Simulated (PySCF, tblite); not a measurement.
# hexylamine (C6H15N): a rotation path, then NMR shifts on frames, part 2 of 2

tblite 0.8.0 and PySCF 2.14.0. Atoms count from 0.

## Step 5: NMR shieldings: image 4, PBE0/pcSseg-1

Job settings and geometry (Å):

```
{"job": {"kind": "nmr", "xc": "PBE0", "basis": "pcSseg-1", "pop": false}, "charge": 0, "multiplicity": 1}
C     -3.576800     0.095000     0.311900
C     -2.304800     0.119600    -0.525900
C     -1.066700    -0.167300     0.319500
C      0.221700    -0.086300    -0.493600
C      1.450300    -0.410600     0.352600
C      2.761400    -0.164600    -0.410100
N      3.544900     0.870300     0.249300
H     -3.518100     0.830800     1.111000
H     -4.447000     0.321700    -0.300100
H     -3.718300    -0.885400     0.761800
H     -2.380200    -0.622200    -1.324100
H     -2.199200     1.099700    -0.996300
H     -1.017800     0.556800     1.135800
H     -1.155400    -1.161400     0.764500
H      0.167700    -0.782100    -1.334900
H      0.326400     0.922500    -0.898600
H      1.444100     0.224300     1.241000
H      1.395000    -1.449800     0.684300
H      3.314600    -1.112300    -0.521400
H      2.535800     0.201700    -1.415800
H      3.818300     0.563400     1.177400
H      4.393800     1.055500    -0.274400
```

Method: GIAO PBE0/pcSseg-1 NMR shielding, non-relativistic, gas phase.

Output:

```text
coarse grid: 16880 points
cycle   1  E = -291.9126239094  dE =  4.767e-01  |g| = 5.037e-01  |ddm| = 3.870e+00
cycle   2  E = -291.8969535202  dE =  1.567e-02  |g| = 5.818e-01  |ddm| = 9.690e-01
cycle   3  E = -291.9797180235  dE = -8.276e-02  |g| = 3.691e-02  |ddm| = 5.155e-01
cycle   4  E = -291.9798929955  dE = -1.750e-04  |g| = 2.193e-02  |ddm| = 3.957e-02
cycle   5  E = -291.9799935048  dE = -1.005e-04  |g| = 4.033e-03  |ddm| = 1.857e-02
cycle   6  E = -291.9799969487  dE = -3.444e-06  |g| = 6.100e-04  |ddm| = 3.591e-03
final grid: 158824 points
cycle   7  E = -292.0209320118  dE = -4.476e-05  |g| = 1.006e-02  |ddm| = 2.909e-02
cycle   8  E = -292.0209243389  dE =  7.673e-06  |g| = 1.159e-02  |ddm| = 1.852e-02
cycle   9  E = -292.0209580574  dE = -3.372e-05  |g| = 4.656e-04  |ddm| = 9.804e-03
cycle  10  E = -292.0209580930  dE = -3.555e-08  |g| = 2.300e-04  |ddm| = 4.983e-04
cycle  11  E = -292.0209581037  dE = -1.074e-08  |g| = 3.350e-05  |ddm| = 1.807e-04
cycle  12  E = -292.0209581040  dE = -2.375e-10  |g| = 8.822e-06  |ddm| = 4.342e-05
converged SCF energy = -292.0209581040

GIAO shielding tensors (ppm)
atom      isotropic    diamagn.    paramagn.     s11        s22        s33       span
  0 C      169.437     244.227     -74.790    157.629    162.989    187.692     30.063
  1 C      158.354     246.853     -88.498    146.419    156.193    172.451     26.032
  2 C      147.905     250.571    -102.666    126.811    143.698    173.206     46.395
  3 C      149.508     250.454    -100.946    122.523    148.959    177.041     54.518
  4 C      149.121     247.392     -98.271    123.452    148.091    175.821     52.369
  5 C      139.327     244.660    -105.334    124.516    134.256    159.209     34.693
  6 N      226.241     309.311     -83.070    177.298    234.055    267.371     90.073
  7 H       30.781      28.621       2.160     26.604     29.219     36.520      9.916
  8 H       30.454      26.082       4.372     25.762     27.645     37.955     12.192
  9 H       30.760      28.334       2.425     26.631     29.025     36.622      9.991
 10 H       30.403      31.638      -1.235     25.514     30.523     35.173      9.660
 11 H       30.369      31.867      -1.499     25.413     30.774     34.919      9.505
 12 H       30.536      34.668      -4.132     25.949     31.933     33.726      7.777
 13 H       30.555      34.491      -3.936     25.993     31.818     33.855      7.862
 14 H       30.400      34.278      -3.877     25.698     31.559     33.943      8.245
 15 H       30.267      34.379      -4.112     25.634     31.604     33.563      7.929
 16 H       30.682      33.660      -2.978     26.086     31.951     34.008      7.922
 17 H       29.930      32.905      -2.975     25.417     30.363     34.011      8.593
 18 H       28.218      29.593      -1.375     22.494     28.490     33.670     11.176
 19 H       29.458      30.795      -1.337     24.964     30.515     32.893      7.929
 20 H       31.523      29.010       2.513     24.632     30.248     39.690     15.059
 21 H       31.152      26.852       4.301     23.397     27.818     42.242     18.845
```

Wall time 36 s (1 thread of Intel Xeon Platinum 8259CL at 2.50GHz, shared host); peak memory 0.87 GiB.

In short: δ C5 47.6, C2 39.0, C4 37.8, C3 37.4, H18 3.50, H19 2.26 ppm.

## Step 6: Nuclear shieldings: image 6, PBE0/pcSseg-1

Job settings and geometry (Å):

```
{"job": {"kind": "nmr", "xc": "PBE0", "basis": "pcSseg-1", "pop": false}, "charge": 0, "multiplicity": 1}
C     -3.600900     0.033600     0.305600
C     -2.333700     0.026000    -0.539900
C     -1.081300    -0.113200     0.321500
C      0.199600    -0.062600    -0.505700
C      1.444500    -0.223000     0.362700
C      2.730900    -0.002200    -0.438400
N      3.751000     0.604900     0.403100
H     -3.574400     0.853000     1.020600
H     -4.482200     0.153000    -0.320500
H     -3.695500    -0.898100     0.859200
H     -2.377500    -0.799200    -1.254000
H     -2.274800     0.954200    -1.112900
H     -1.061900     0.697000     1.054000
H     -1.123700    -1.055500     0.872300
H      0.179300    -0.846500    -1.266900
H      0.249400     0.899400    -1.021800
H      1.416400     0.510900     1.170800
H      1.451700    -1.218400     0.814000
H      3.053100    -0.955000    -0.892200
H      2.533700     0.701200    -1.253000
H      3.991700    -0.014700     1.169400
H      4.594300     0.774600    -0.134100
```

With the program's defaults for keys left out, this is: GIAO PBE0/pcSseg-1 NMR shielding, non-relativistic, gas phase.

Output:

```text
coarse grid: 16880 points
cycle   1  E = -291.9153218176  dE =  4.790e-01  |g| = 5.021e-01  |ddm| = 3.876e+00
cycle   2  E = -291.9013496623  dE =  1.397e-02  |g| = 5.743e-01  |ddm| = 9.638e-01
cycle   3  E = -291.9820057976  dE = -8.066e-02  |g| = 3.550e-02  |ddm| = 5.081e-01
cycle   4  E = -291.9821643332  dE = -1.585e-04  |g| = 2.120e-02  |ddm| = 3.785e-02
cycle   5  E = -291.9822576673  dE = -9.333e-05  |g| = 4.124e-03  |ddm| = 1.834e-02
cycle   6  E = -291.9822612948  dE = -3.627e-06  |g| = 6.005e-04  |ddm| = 3.756e-03
final grid: 158824 points
cycle   7  E = -292.0232144115  dE = -4.594e-05  |g| = 9.921e-03  |ddm| = 3.074e-02
cycle   8  E = -292.0232075335  dE =  6.878e-06  |g| = 1.132e-02  |ddm| = 1.818e-02
cycle   9  E = -292.0232397955  dE = -3.226e-05  |g| = 3.948e-04  |ddm| = 9.567e-03
cycle  10  E = -292.0232398185  dE = -2.303e-08  |g| = 2.265e-04  |ddm| = 4.516e-04
cycle  11  E = -292.0232398290  dE = -1.045e-08  |g| = 3.123e-05  |ddm| = 1.767e-04
cycle  12  E = -292.0232398292  dE = -2.035e-10  |g| = 9.028e-06  |ddm| = 4.058e-05
converged SCF energy = -292.0232398292

GIAO shielding tensors (ppm)
atom      isotropic    diamagn.    paramagn.     s11        s22        s33       span
  0 C      169.481     244.211     -74.730    157.691    163.059    187.692     30.001
  1 C      158.249     246.951     -88.702    146.267    156.040    172.439     26.172
  2 C      148.138     250.538    -102.400    127.068    144.201    173.146     46.077
  3 C      150.798     250.746     -99.948    126.106    151.709    174.579     48.473
  4 C      148.633     248.372     -99.739    121.469    149.430    175.000     53.531
  5 C      138.008     245.469    -107.461    120.576    131.652    161.795     41.218
  6 N      227.585     309.335     -81.750    186.602    234.660    261.493     74.891
  7 H       30.780      28.596       2.184     26.624     29.192     36.524      9.900
  8 H       30.462      26.053       4.409     25.773     27.654     37.958     12.185
  9 H       30.758      28.381       2.376     26.618     29.037     36.617      9.999
 10 H       30.411      31.711      -1.300     25.530     30.533     35.170      9.640
 11 H       30.402      31.891      -1.489     25.443     30.767     34.996      9.553
 12 H       30.479      34.697      -4.218     25.925     31.848     33.664      7.739
 13 H       30.528      34.580      -4.052     25.899     31.790     33.895      7.995
 14 H       30.343      34.482      -4.139     25.634     31.601     33.796      8.162
 15 H       30.515      34.736      -4.221     25.690     31.726     34.129      8.439
 16 H       30.384      33.396      -3.012     25.837     31.626     33.689      7.852
 17 H       30.003      33.156      -3.153     25.841     30.484     33.682      7.841
 18 H       28.256      30.511      -2.256     22.899     28.856     33.012     10.112
 19 H       29.330      31.164      -1.834     24.392     30.588     33.010      8.618
 20 H       31.457      28.878       2.580     24.532     30.126     39.715     15.183
 21 H       30.992      26.602       4.390     23.310     27.738     41.928     18.618
```

Wall time 36 s (1 thread of Intel Xeon Platinum 8259CL at 2.50GHz, shared host); peak memory 0.86 GiB.

In short: δ C5 48.9, C2 38.8, C4 38.3, C3 36.1, H18 3.46, H19 2.39 ppm.

## Step 7: Nuclear shieldings: image 8, PBE0/pcSseg-1

Job settings and geometry (Å):

```
{"job": {"kind": "nmr", "xc": "PBE0", "basis": "pcSseg-1", "pop": false}, "charge": 0, "multiplicity": 1}
C     -3.615000    -0.088000     0.290900
C     -2.338600    -0.056000    -0.541500
C     -1.087900    -0.027100     0.334500
C      0.193500     0.052200    -0.492800
C      1.443000     0.037800     0.383600
C      2.725700     0.143400    -0.438100
N      3.876700     0.234000     0.447800
H     -3.686200     0.802100     0.912600
H     -4.491400    -0.129100    -0.352100
H     -3.624900    -0.960200     0.941200
H     -2.304100    -0.935700    -1.188700
H     -2.348400     0.826900    -1.185000
H     -1.137000     0.834600     1.004300
H     -1.064100    -0.926100     0.955400
H      0.228500    -0.791400    -1.187300
H      0.181000     0.968100    -1.088300
H      1.415900     0.872100     1.086100
H      1.468400    -0.886700     0.966500
H      2.780600    -0.710400    -1.136600
H      2.702200     1.059300    -1.036300
H      3.937200    -0.597300     1.027300
H      4.734500     0.296900    -0.089700
```

Level: GIAO PBE0/pcSseg-1 NMR shielding, non-relativistic, gas phase.

Output:

```text
coarse grid: 16880 points
cycle   1  E = -291.9185787631  dE =  4.735e-01  |g| = 5.006e-01  |ddm| = 3.882e+00
cycle   2  E = -291.9056524218  dE =  1.293e-02  |g| = 5.695e-01  |ddm| = 9.612e-01
cycle   3  E = -291.9849093314  dE = -7.926e-02  |g| = 3.514e-02  |ddm| = 5.032e-01
cycle   4  E = -291.9850645457  dE = -1.552e-04  |g| = 2.087e-02  |ddm| = 3.758e-02
cycle   5  E = -291.9851547980  dE = -9.025e-05  |g| = 4.217e-03  |ddm| = 1.897e-02
cycle   6  E = -291.9851586148  dE = -3.817e-06  |g| = 6.100e-04  |ddm| = 4.003e-03
final grid: 158824 points
cycle   7  E = -292.0262219540  dE = -4.527e-05  |g| = 1.006e-02  |ddm| = 2.885e-02
cycle   8  E = -292.0262151480  dE =  6.806e-06  |g| = 1.141e-02  |ddm| = 1.818e-02
cycle   9  E = -292.0262479848  dE = -3.284e-05  |g| = 3.757e-04  |ddm| = 9.647e-03
cycle  10  E = -292.0262480046  dE = -1.980e-08  |g| = 2.204e-04  |ddm| = 4.317e-04
cycle  11  E = -292.0262480145  dE = -9.946e-09  |g| = 2.975e-05  |ddm| = 1.791e-04
cycle  12  E = -292.0262480147  dE = -1.786e-10  |g| = 9.326e-06  |ddm| = 3.555e-05
converged SCF energy = -292.0262480147

GIAO shielding tensors (ppm)
atom      isotropic    diamagn.    paramagn.     s11        s22        s33       span
  0 C      169.516     244.132     -74.616    157.930    162.995    187.623     29.693
  1 C      157.982     247.078     -89.096    145.773    155.894    172.279     26.506
  2 C      148.420     250.483    -102.064    128.120    144.393    172.746     44.626
  3 C      153.243     251.110     -97.867    135.553    151.369    172.807     37.254
  4 C      148.084     248.229    -100.145    125.395    146.617    172.239     46.844
  5 C      137.303     246.000    -108.698    118.406    131.756    161.746     43.340
  6 N      228.620     309.123     -80.503    187.212    239.891    258.758     71.546
  7 H       30.741      28.439       2.302     26.609     29.024     36.590      9.981
  8 H       30.457      26.032       4.426     25.773     27.666     37.933     12.160
  9 H       30.771      28.485       2.286     26.606     29.141     36.566      9.960
 10 H       30.396      31.890      -1.494     25.501     30.600     35.087      9.585
 11 H       30.396      31.857      -1.461     25.424     30.737     35.028      9.604
 12 H       30.426      34.605      -4.179     25.858     31.633     33.787      7.929
 13 H       30.510      34.673      -4.163     25.892     31.743     33.896      8.004
 14 H       30.487      34.784      -4.297     25.606     31.800     34.055      8.450
 15 H       30.527      34.762      -4.235     25.610     31.647     34.323      8.713
 16 H       30.046      32.907      -2.861     25.837     30.812     33.489      7.652
 17 H       30.469      33.825      -3.356     26.090     31.501     33.815      7.725
 18 H       28.529      31.563      -3.034     22.868     29.804     32.915     10.047
 19 H       29.003      30.850      -1.847     24.329     30.020     32.661      8.332
 20 H       31.544      29.292       2.252     24.551     30.474     39.606     15.056
 21 H       30.904      26.465       4.439     23.282     27.805     41.625     18.343
```

It took 36 s on 1 thread of Intel Xeon Platinum 8259CL at 2.50GHz, shared host; peak memory 0.87 GiB.

This run: δ C5 49.6, C4 38.8, C2 38.5, C3 33.7, H18 3.19, H19 2.71 ppm.

## Step 8: Run by run: NMR shifts

Shifts (ppm) of some atoms, chosen among heavy atoms and hydrogens apart, with basis size and wall time:

| frame | C5 | C2 | C4 | C3 | H15 | H16 | N6 | functions | time |
| --- | --- | --- | --- | --- | --- | --- | --- | --- | --- |
| image 0 | 47.3 | 38.6 | 37.9 | 32.1 | 2.49 | 1.10 | 38.9 | 194 | 37 s |
| image 2 | 47.7 | 39.0 | 38.3 | 35.5 | 1.92 | 0.91 | 40.1 | 194 | 37 s |
| image 4 | 47.6 | 39.0 | 37.8 | 37.4 | 1.45 | 1.04 | 41.5 | 194 | 36 s |
| image 6 | 48.9 | 38.8 | 38.3 | 36.1 | 1.20 | 1.33 | 40.1 | 194 | 36 s |
| image 8 | 49.6 | 38.5 | 38.8 | 33.7 | 1.19 | 1.67 | 39.1 | 194 | 36 s |

## Step 9: Results

This closing draws on all 2 parts.

| quantity | value |
| --- | --- |
| barrier | 0.104 eV (2.4 kcal/mol) at image 4 |
| end to end (GFN2-xTB) | 0.003 eV |
| 13C shifts against TMS (PBE0/pcSseg-1, image 0) | 47.3, 38.6, 37.9, 32.1, 28.8, 17.6 ppm |
| 1H shifts against TMS (PBE0/pcSseg-1, image 0) | 3.45, 2.61, 2.49, 1.57, 1.37, 1.34, 1.25, 1.24, 1.10, 1.05, 0.97, 0.94, 0.93, 0.77 ppm and more |
| 15N shifts against NH3 (PBE0/pcSseg-1, image 0) | 38.9 ppm |
| range of the shift of C3 | 32.1 to 37.4 ppm |

Along the band the dihedral turns by 113°, and the top (dihedral 118°) lies 2.4 kcal/mol above the start (GFN2-xTB, rough), so at room temperature this motion is fast. The top was not checked by a frequency run. Shifts at one fixed geometry are not the observed spectrum, which averages over the motion. In the first frame run (image 0): The largest span, 73 ppm, is at N6, where the paramagnetic term is -84 ppm. Across the 5 runs the shift of C3 moves most, between 32.1 (image 0) and 37.4 ppm (image 4).
